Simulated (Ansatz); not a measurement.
# ClH5NSi2 radical: small, medium and large basis sets

How large a basis does ClH5NSi2 radical need? Two functionals are run in growing sets.

Method: one geometry, several basis sets; program: Ansatz 0.2.0, Gaussian basis.

Levels to be run: PBE0-D4/def2-SVP; ωB97M-V/def2-SVP; PBE0-D4/def2-QZVPP; ωB97M-V/def2-QZVPP; the functionals' def2-TZVPP values are taken from earlier runs.

### Step 1. Structure used throughout

All runs share one geometry, relaxed beforehand with PBE0-D4 in a triple-zeta def2 set.

SMILES `N[Si]([SiH3])Cl`, 9 atoms, charge 0, spin multiplicity 2.

Atoms are counted from 1 here; the program's logs count them from 0.

Bond lengths: N1–Si2 1.719 Å, N1–H5 1.008 Å, N1–H6 1.008 Å, Si2–Si3 2.355 Å, Si2–Cl4 2.075 Å, Si3–H7 1.489 Å, Si3–H8 1.486 Å, Si3–H9 1.490 Å. Angles: Si2–N1–H5 120.3°, Si2–N1–H6 120.2°, H5–N1–H6 111.9°, N1–Si2–Si3 110.1°, N1–Si2–Cl4 104.8°, Si3–Si2–Cl4 109.6°, Si2–Si3–H7 113.2°, Si2–Si3–H8 108.5°, Si2–Si3–H9 107.6°, H7–Si3–H8 109.6°, H7–Si3–H9 109.0°, H8–Si3–H9 108.8°.

### Step 2. PBE0-D4 in def2-SVP

File in.yaml:

```yaml
crystal:
  periodic: [false, false, false]
  atoms:
    - {symbol: N, position_ang: [-0.942202, 1.392529, 0.660835]}
    - {symbol: Si, position_ang: [-0.346916, -0.195119, 0.944602]}
    - {symbol: Si, position_ang: [0.593094, -1.070551, -1.029418]}
    - {symbol: Cl, position_ang: [1.134880, 0.041608, 2.377659]}
    - {symbol: H, position_ang: [-0.972607, 2.066667, 1.410200]}
    - {symbol: H, position_ang: [-1.676124, 1.546358, -0.013191]}
    - {symbol: H, position_ang: [1.754944, -0.282491, -1.524999]}
    - {symbol: H, position_ang: [1.013880, -2.471714, -0.770469]}
    - {symbol: H, position_ang: [-0.470448, -1.073687, -2.072320]}
basis:
  gaussian: {orbitals: def2-SVP}
magnetization: {spin_polarized: true, initial_magnetization: 1}
hamiltonian: {xc: pbe0, dispersion: d4}
output: {orbitals: {seedname: orbitals}}
```

The runs that follow: ωB97M-V in def2-SVP; PBE0-D4 in def2-QZVPP; ωB97M-V in def2-QZVPP.

Q: Predict the results of all the runs planned. Wanted: PBE0-D4: double and triple zeta above quadruple; ωB97M-V: double and triple zeta above quadruple.

**Answer**, as computed:

| quantity | value |
| --- | --- |
| PBE0-D4: double and triple zeta above quadruple | 12.87, 1.01 eV |
| ωB97M-V: double and triple zeta above quadruple | 12.87, 0.96 eV |

**Reading.** PBE0-D4 gains 11.87 eV from double to triple zeta, then 1.01 eV more. Total energies overstate the basis error of differences, where much of it tends to cancel.
